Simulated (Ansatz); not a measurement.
# C2Br2F4: the cost of one run

Method: the settings change from run to run; program: Ansatz 0.2.0, Gaussian basis.

## (1) The molecule

An earlier PBE0-D4 in a triple-zeta def2 set relaxation fixed the geometry.

SMILES `FC(F)(Br)C(F)(F)Br`, 8 atoms, charge 0, spin multiplicity 1.

Atoms are counted from 1 here; the program's logs count them from 0.

Bond lengths: F1–C2 1.333 Å, C2–F3 1.328 Å, C2–Br4 1.928 Å, C2–C5 1.555 Å, C5–F6 1.328 Å, C5–F7 1.333 Å, C5–Br8 1.928 Å. Angles: F1–C2–F3 108.3°, F1–C2–Br4 109.3°, F1–C2–C5 107.5°, F3–C2–Br4 110.1°, F3–C2–C5 109.4°, Br4–C2–C5 112.2°, C2–C5–F6 109.4°, C2–C5–F7 107.5°, C2–C5–Br8 112.2°, F6–C5–F7 108.3°, F6–C5–Br8 110.1°, F7–C5–Br8 109.3°.

## (2) SPW92/cc-pVTZ

Options: high accuracy.

in.yaml reads:

```yaml
crystal:
  periodic: [false, false, false]
  atoms:
    - {symbol: F, position_ang: [1.210232, 0.692221, -1.132553]}
    - {symbol: C, position_ang: [0.299795, -0.179889, -0.701097]}
    - {symbol: F, position_ang: [0.867562, -1.378396, -0.639551]}
    - {symbol: Br, position_ang: [-1.184294, -0.211630, -1.930824]}
    - {symbol: C, position_ang: [-0.130809, 0.260759, 0.727093]}
    - {symbol: F, position_ang: [-0.692730, 1.462063, 0.666446]}
    - {symbol: F, position_ang: [0.972686, 0.352466, 1.468385]}
    - {symbol: Br, position_ang: [-1.342442, -0.997604, 1.542091]}
basis:
  gaussian: {orbitals: cc-pVTZ}
hamiltonian: {xc: {name: SPW92}}
accuracy: high
output: {forces: true}
```

Command:

```
$ ansatz run in.yaml --threads 2 --pin off --events-out ev --progress --plain --max-ram 32768MiB --backend cpu
```

**Question.** How long does this run take on 2 threads of AMD EPYC 7R13, shared host, and how much memory does it need?

About 29 s, with a peak of 2 GiB.
